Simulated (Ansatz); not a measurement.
# CsBr2: the cost of one run

Method: DFT PBE, scalar-relativistic, plane waves, PAW, in Ansatz 0.2.0.

### 1 The starting structure

The structure is cubic, space group Fm-3m (No. 225). The conventional cell has a = 7.430 Å, b = 7.430 Å, c = 7.430 Å, α = 90.00°, β = 90.00°, γ = 90.00°. Cs (site symmetry m-3m) has 8 Br at 3.22 Å as nearest neighbours. Around Br (site symmetry -43m) lie 4 Cs at 3.22 Å.

Coordinates:

```
Cs Br
1.0
     0.00000    3.71513    3.71513
     3.71513    0.00000    3.71513
     3.71513    3.71513    0.00000
Cs Br
1 2
Direct
  0.00000 0.00000 0.00000
  0.25000 0.25000 0.25000
  0.75000 0.75000 0.75000
```

This is candidate A: fluorite type (Fm-3m, No. 225).

(A quick probe on a coarse mesh, which set the mesh and smearing, is not shown.)

### 3 A loose first relaxation (candidate A)

input.yaml reads:

```yaml
crystal:
  lattice:
    - [0.0, 3.7151331401, 3.7151331401]
    - [3.7151331401, 0.0, 3.7151331401]
    - [3.7151331401, 3.7151331401, 0.0]
  atoms:
    - { symbol: Cs, position: [0.0, 0.0, 0.0] }
    - { symbol: Br, position: [0.25, 0.25, 0.25] }
    - { symbol: Br, position: [0.75, 0.75, 0.75] }
basis:
  ecutwfc: 420
kpoints:
  mp_grid: { grid: [4, 4, 4] }
hamiltonian:
  xc: pbe
scf:
  occupations: { method: gaussian, width: 0.1 }
  lower_state_search: "off"
output:
  forces: true
  stress: true
  eigenvalues: true
relax:
  adjacent_minimum: "off"
  f_tol: 0.04
  max_steps: 70
  cell: { stress_tol: 0.4 }
```

Launch:

```sh
ansatz run input.yaml --threads 1 --pin off --max-ram 2560MiB --backend cpu --events-out ev --progress --plain --runs-dir out
```

Q: Estimate wall time and peak memory on 1 thread of Arm Neoverse V2, shared host.

About 10 s, with a peak of 0.38 GiB.
